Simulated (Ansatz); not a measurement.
# CsNdBr4: the cost of one run

Program: Ansatz 0.2.0. Level of theory: DFT PBE, scalar-relativistic, plane waves, PAW; 4f electrons in the core of a trivalent norm-conserving potential. These are calculated values, not measurements.

1 further run of the same task is left out (it didn't finish).

### 1 The starting structure

Symmetry: F-43m, No. 216, cubic system. The conventional cell has a = 11.522 Å, b = 11.522 Å, c = 11.522 Å, α = 90.00°, β = 90.00°, γ = 90.00°. Cs (site symmetry -43m) is surrounded by 4 Br at 3.21 Å. Br (site symmetry 3m) is surrounded by 3 Br at 2.90 Å and 1 Cs at 3.21 Å.

Structure file:

```cif
data_structure
_symmetry_space_group_name_H-M 'F-43m'
_symmetry_Int_Tables_number 216
_cell_length_a 11.5220
_cell_length_b 11.5220
_cell_length_c 11.5220
_cell_angle_alpha 90.000
_cell_angle_beta 90.000
_cell_angle_gamma 90.000
_cell_volume 1529.63
loop_
_atom_site_label
_atom_site_type_symbol
_atom_site_symmetry_multiplicity
_atom_site_Wyckoff_symbol
_atom_site_fract_x
_atom_site_fract_y
_atom_site_fract_z
_atom_site_occupancy
Cs1 Cs 4 b 0.50000 0.00000 0.00000 1
Nd1 Nd 4 d 0.25000 0.25000 0.75000 1
Br1 Br 16 e 0.16109 0.33891 0.16109 1
```

A structure generator made this guess: random cell by space group and Wyckoff sites (F-43m, No. 216). The dimensions are guesses.

### 2 The guess as it stands, on a coarse mesh

File input.yaml:

```yaml
crystal:
  lattice:
    - [0.0, 5.76100977, 5.76100977]
    - [5.76100977, 0.0, 5.76100977]
    - [5.76100977, 5.76100977, 0.0]
  atoms:
    - { symbol: Cs, position: [0.5, 0.5, 0.5] }
    - { symbol: Nd, position: [0.25, 0.25, 0.25] }
    - { symbol: Br, position: [0.66109057, 0.66109057, 0.66109057] }
    - { symbol: Br, position: [0.66109057, 0.66109057, 0.01672829] }
    - { symbol: Br, position: [0.66109057, 0.01672829, 0.66109057] }
    - { symbol: Br, position: [0.01672829, 0.66109057, 0.66109057] }
basis:
  ecutwfc: 660
kpoints:
  mp_grid: { grid: [4, 4, 4] }
hamiltonian:
  xc: pbe
  pseudopotentials:
    kind: paw
    azcp: { Nd: "pseudopotentials/pbe/nc/lanthanide_3plus/Nd.nc.azcp" }
scf:
  occupations: { method: gaussian, width: 0.1 }
  lower_state_search: "off"
output:
  forces: true
  stress: true
  eigenvalues: true
```

On the command line:

```console
$ ansatz run input.yaml --threads 1 --pin off --max-ram 2560MiB --backend cpu --events-out ev --progress --plain --runs-dir out
```

**Question.** How long does this run take on 1 thread of Arm Neoverse V1, shared host, and how much memory does it need?

About 45 s, with a peak of 0.73 GiB.
